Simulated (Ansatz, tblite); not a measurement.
# C14H15IO4S: rung by rung

An exercise on one series of results from a longer session: the logs are not shown, and one member is left open.

Computed with Ansatz 0.2.0, Gaussian basis. Level: as each input shows.

Plan: GFN1-xTB, GFN2-xTB, PBE-D4/def2-TZVP, r2SCAN-D4/def2-TZVP, PBE-QIDH/def2-TZVP, r2SCAN0-D4/def2-TZVP, B2PLYP/def2-TZVP, LC-ωPBE(0.10)/def2-SVP, LC-ωPBE(0.15)/def2-SVP, LC-ωPBE(0.20)/def2-SVP, LC-ωPBE(0.30)/def2-SVP, PBE-D4/def2-SVP, PBE0-D4/def2-SVP, MP2/def2-SVP, RPA/def2-SVP.

2 further runs of the same task are left out: 2 set aside as unsound or not needed.

## The relaxed structure

The geometry is that of the singlet, from an earlier relaxation (PBE-D4/def2-SVP).

SMILES `COc1ccc([I+]c2ccccc2)cc1.CS(=O)(=O)[O-]`, 35 atoms, charge 0, spin multiplicity 1.

Bond lengths: C1–O2 1.434 Å, C1–H16 1.111 Å, C1–H17 1.110 Å, C1–H18 1.105 Å, O2–C3 1.344 Å, C3–C4 1.410 Å, C3–C15 1.421 Å, C4–C5 1.397 Å, C4–H19 1.105 Å, C5–C6 1.398 Å, C5–H20 1.102 Å, C6–I7 2.122 Å, C6–C14 1.408 Å, I7–C8 2.180 Å, C8–C9 1.399 Å, C8–C13 1.391 Å, C9–C10 1.406 Å, C9–H21 1.100 Å and more. Angles: O2–C1–H16 111.0°, O2–C1–H17 111.4°, O2–C1–H18 105.9°, H16–C1–H17 108.4°, H16–C1–H18 109.5°, H17–C1–H18 110.8°, C1–O2–C3 117.3°, O2–C3–C4 123.2°, O2–C3–C15 116.6°, C4–C3–C15 120.1°, C3–C4–C5 120.1°, C3–C4–H19 122.8°, C5–C4–H19 116.6°, C4–C5–C6 118.2°, C4–C5–H20 117.5°, C6–C5–H20 123.9°, C5–C6–I7 115.7°, C5–C6–C14 123.5° and more.

I takes a core potential in the def2 sets. No spin-orbit coupling is included.

PBE0-D4/def2-TZVP was run before; its log isn't repeated, and its numbers join the tables.

The first run:

Tight binding, by tblite at 300 K electronic temperature and without a spin-polarisation term:

```python
tblite.interface.Calculator('GFN1-xTB', numbers, positions, charge=0, uhf=0).singlepoint()
```

Tight binding, by tblite at 300 K electronic temperature and without a spin-polarisation term:

```python
tblite.interface.Calculator('GFN2-xTB', numbers, positions, charge=0, uhf=0).singlepoint()
```

start.molden holds the orbitals of an earlier run on this state, given as this run's starting guess.

Input file in.yaml:

```yaml
crystal:
  periodic: [false, false, false]
  atoms:
    - {symbol: C, position_ang: [-3.822479, 1.261615, 0.820441]}
    - {symbol: O, position_ang: [-3.432940, 0.170243, 1.665640]}
    - {symbol: C, position_ang: [-2.575591, -0.729526, 1.155167]}
    - {symbol: C, position_ang: [-2.182407, -0.740138, -0.199295]}
    - {symbol: C, position_ang: [-1.178340, -1.610519, -0.629594]}
    - {symbol: C, position_ang: [-0.608487, -2.476446, 0.307937]}
    - {symbol: I, position_ang: [1.238718, -3.355321, -0.256741]}
    - {symbol: C, position_ang: [2.452635, -1.639757, 0.321025]}
    - {symbol: C, position_ang: [3.468381, -1.838082, 1.262650]}
    - {symbol: C, position_ang: [4.151859, -0.691106, 1.702674]}
    - {symbol: C, position_ang: [3.781200, 0.580514, 1.231485]}
    - {symbol: C, position_ang: [2.744384, 0.721488, 0.297374]}
    - {symbol: C, position_ang: [2.066426, -0.409165, -0.198620]}
    - {symbol: C, position_ang: [-1.017177, -2.541777, 1.653228]}
    - {symbol: C, position_ang: [-2.030656, -1.675890, 2.063621]}
    - {symbol: H, position_ang: [-4.502917, 0.916602, 0.013049]}
    - {symbol: H, position_ang: [-2.940107, 1.745257, 0.351090]}
    - {symbol: H, position_ang: [-4.357744, 1.973544, 1.474256]}
    - {symbol: H, position_ang: [-2.534205, 0.010144, -0.930137]}
    - {symbol: H, position_ang: [-0.804501, -1.487708, -1.658937]}
    - {symbol: H, position_ang: [3.722887, -2.832297, 1.657296]}
    - {symbol: H, position_ang: [4.960961, -0.800244, 2.441236]}
    - {symbol: H, position_ang: [4.304127, 1.472613, 1.608831]}
    - {symbol: H, position_ang: [2.392483, 1.701104, -0.061856]}
    - {symbol: H, position_ang: [1.277763, -0.258071, -0.969456]}
    - {symbol: H, position_ang: [-0.546259, -3.226963, 2.372012]}
    - {symbol: H, position_ang: [-2.376507, -1.668966, 3.107223]}
    - {symbol: C, position_ang: [0.082204, 2.827440, -3.166807]}
    - {symbol: S, position_ang: [-0.487550, 1.562910, -1.997252]}
    - {symbol: O, position_ang: [-1.987364, 1.567437, -2.132528]}
    - {symbol: O, position_ang: [0.164338, 0.277619, -2.491080]}
    - {symbol: O, position_ang: [0.009278, 1.984429, -0.642674]}
    - {symbol: H, position_ang: [-0.355294, 3.796001, -2.862545]}
    - {symbol: H, position_ang: [1.186572, 2.869233, -3.131054]}
    - {symbol: H, position_ang: [-0.263711, 2.543776, -4.177650]}
basis:
  gaussian: {orbitals: def2-TZVP, fitting: {mean_field: def2-universal-jkfit}, initial_orbitals: start.molden}
hamiltonian: {xc: pbe, dispersion: d4}
scf: {omitted_lower_state_checks: [starts]}
output: {orbitals: {seedname: orbitals}}
```

On the command line:

```sh
$ ansatz run in.yaml --threads 2 --pin off --events-out ev --progress --plain --max-ram 32768MiB --backend cuda --devices 0, --max-vram 18GiB
```

Among the steps run: PBE-D4/def2-TZVP; r2SCAN-D4/def2-TZVP; PBE-QIDH/def2-TZVP; r2SCAN0-D4/def2-TZVP; B2PLYP/def2-TZVP; LC-ωPBE(0.10)/def2-SVP; LC-ωPBE(0.15)/def2-SVP; LC-ωPBE(0.20)/def2-SVP; LC-ωPBE(0.30)/def2-SVP; PBE-D4/def2-SVP; PBE0-D4/def2-SVP; MP2/def2-SVP; RPA/def2-SVP.

One of the session's tables, all rows but one given; the rest of the session is left out.

It belongs to the step «Binding energy». 

| level | binding an atom (eV) |
| --- | --- |
| HF/def2-SVP | 3.191 |
| PBE-D4/def2-SVP | 4.789 |
| PBE-D4/def2-TZVP | 4.770 |
| r2SCAN-D4/def2-TZVP | 4.611 |
| PBE0-D4/def2-SVP | 4.648 |
| PBE0-D4/def2-TZVP | 4.632 |
| r2SCAN0-D4/def2-TZVP | 4.502 |
| MP2/def2-SVP | ? |

Estimate the missing values for MP2/def2-SVP.

**Answer.** binding an atom (eV): 4.426. In the column «binding an atom (eV)» it lies between HF/def2-SVP (3.191) and r2SCAN0-D4/def2-TZVP (4.502).

To keep in mind: Free atoms were run apart at each level; binding is atoms less cluster, divided by the number of atoms, without zero-point or spin-orbit terms.
